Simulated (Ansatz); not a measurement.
Debugging a rigid scan of one bond length of B₃H₃O, SMILES BB1BO1 (Ansatz 0.2.0 through its Python package).

`b3h3o.py`:
```python
"""Stretching a bond of B3H3O, the rest held rigid."""

import ansatz as az
import numpy as np

GEOMETRY = """
B    -0.96100    0.88760   -0.43120
B    -0.25210   -0.43990    0.09050
B     1.17680   -1.03220    0.71900
O     0.35030   -1.75710   -0.10020
H    -1.82390    0.85310   -1.31080
H    -0.73090    1.99750    0.02070
H     2.30190   -0.57710    0.96630
"""


def main() -> None:
    molecule = az.Crystal.molecule()
    for line in GEOMETRY.strip().splitlines():
        symbol, *xyz = line.split()
        molecule = molecule.atom(symbol, [float(v) for v in xyz])

    symbols = [site.symbol for site in molecule.cartesian_sites]
    start = np.array([site.position_ang for site in molecule.cartesian_sites])
    axis = (start[6] - start[2]) / np.linalg.norm(start[6] - start[2])
    moving = [6]
    lengths, energies = [1.09, 1.14, 1.189, 1.239, 1.288, 1.338, 1.387, 1.462], []
    for length in lengths:
        xyz = start.copy()
        xyz[moving] += (length - np.linalg.norm(start[6] - start[2])) * axis
        point = az.Crystal.molecule()
        for symbol, place in zip(symbols, xyz):
            point = point.atom(symbol, place.tolist())
        model = (
            point.calculation()
            .basis(gaussian="def2-SVP")
            .functional("pbe0")
            .charge(1)
        )
        summary = model.run().report
        energies.append(summary["free_energy_ev"])
        print(f"r = {length:6.3f} A  E = {energies[-1]:.5f} eV  <S^2> = {abs(summary['mean_field']['state']['spin_squared']):.3f}")

    # quartic fit about the minimum
    fit = np.polynomial.Polynomial.fit(lengths, np.array(energies) - min(energies), 4).convert()
    roots = [r.real for r in fit.deriv().roots() if abs(r.imag) < 1e-9 and fit.deriv(2)(r.real) > 0]
    r_e = min(roots, key=lambda r: abs(r - lengths[int(np.argmin(energies))]))
    print(f"minimum of the fit at {r_e:.4f} A, force constant {fit.deriv(2)(r_e):.2f} eV/A^2")


if __name__ == "__main__":
    main()
```

```console
$ python b3h3o.py
r =  1.090 A  E = -4105.19379 eV  <S^2> = 0.750
r =  1.140 A  E = -4105.31939 eV  <S^2> = 0.750
r =  1.189 A  E = -4105.36154 eV  <S^2> = 0.750
r =  1.239 A  E = -4105.33928 eV  <S^2> = 0.750
r =  1.288 A  E = -4105.26719 eV  <S^2> = 0.750
r =  1.338 A  E = -4105.15378 eV  <S^2> = 0.750
r =  1.387 A  E = -4105.01270 eV  <S^2> = 0.750
r =  1.462 A  E = -4104.75576 eV  <S^2> = 0.750
minimum of the fit at 1.1954 A, force constant 25.67 eV/A^2
```

No error stopped it. What is wrong with the input all the same?

The fault: the net charge is wrong for this system. The change:

```diff
--- before
+++ after
@@ -37,3 +37,2 @@
             .functional("pbe0")
-            .charge(1)
         )
```

The mended script runs so:

```console
$ python b3h3o.py
r =  1.090 A  E = -4113.32148 eV  <S^2> = 0.000
r =  1.140 A  E = -4113.44982 eV  <S^2> = 0.000
r =  1.189 A  E = -4113.49649 eV  <S^2> = 0.000
r =  1.239 A  E = -4113.48062 eV  <S^2> = 0.000
r =  1.288 A  E = -4113.41640 eV  <S^2> = 0.000
r =  1.338 A  E = -4113.31249 eV  <S^2> = 0.000
r =  1.387 A  E = -4113.18200 eV  <S^2> = 0.000
r =  1.462 A  E = -4112.94335 eV  <S^2> = 0.000
minimum of the fit at 1.2000 A, force constant 24.40 eV/A^2
```

What to keep in mind:
- Total energies depend on the basis set; only differences at equal settings carry meaning.
- The rest of the molecule is held rigid at a force-field or estimated start geometry, and the basis set is modest; single-reference methods fail as a bond breaks.
- The orbitals are restricted, so S² is zero by construction.
- Timing: 12 s on 1 thread of Arm Neoverse V2, on a shared host, peak memory 0.19 GiB.
